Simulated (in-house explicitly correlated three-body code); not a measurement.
**Two electrons around a charge of +3.1: exact states and exact Kohn–Sham parts**

One table from this session's results is given with a row withheld; the runs are named, their logs left out.

Method: two electrons, non-relativistic, variational in exponentially correlated functions. Code: in-house explicitly correlated three-body code version 1.

**What is computed**

```
charge of the centre : +3.1
mass of the centre   : infinite
interactions         : Coulomb
basis                : 260 functions exp(−a r1 − b r2 − g r12) a state, exponent ranges optimised
units                : hartree and bohr; relativity and QED are left out
```

Set-up of the first run:

Settings:

```ini
Z = 3.1
interaction_strength = 1.0
functions = 260
states_tried = 13
```

The run is started by

```console
$ python run_hyl.py task.json out
```

One table of the session follows, with a row left open; its other results are not shown here.

It belongs to the step «The bound states». 

| state | binding (eV) | excitation (eV) | ⟨r12⟩ (bohr) |
| --- | --- | --- | --- |
| 1 ¹S | 82.2463 | 0 | 0.8297 |
| 2 ³S | 18.1799 | 64.0664 | 2.459 |
| 2 ¹S | ? | ? | ? |
| 2 ³P | 15.8131 | 66.4332 | 2.319 |
| 2 ¹P | 14.8005 | 67.4458 | 2.469 |
| 3 ³S | 7.52547 | 74.7208 | 5.742 |
| 3 ¹S | 6.99636 | 75.2499 | 6.156 |
| 3 ³P | 6.90782 | 75.3385 | 5.760 |
| 3 ¹P | 6.60676 | 75.6395 | 6.033 |
| 4 ³S | 4.09942 | 78.1469 | 10.48 |
| 4 ¹S | 3.88690 | 78.3594 | 11.04 |
| 4 ³P | 3.85135 | 78.3950 | 10.67 |
| 4 ¹P | 3.72486 | 78.5214 | 11.04 |

Estimate the missing values for 2 ¹S.

The run gave: binding (eV): 16.1650; excitation (eV): 66.0813; ⟨r12⟩ (bohr): 2.719. In the column «binding (eV)» it lies between 2 ³P (15.8131) and 2 ³S (18.1799).
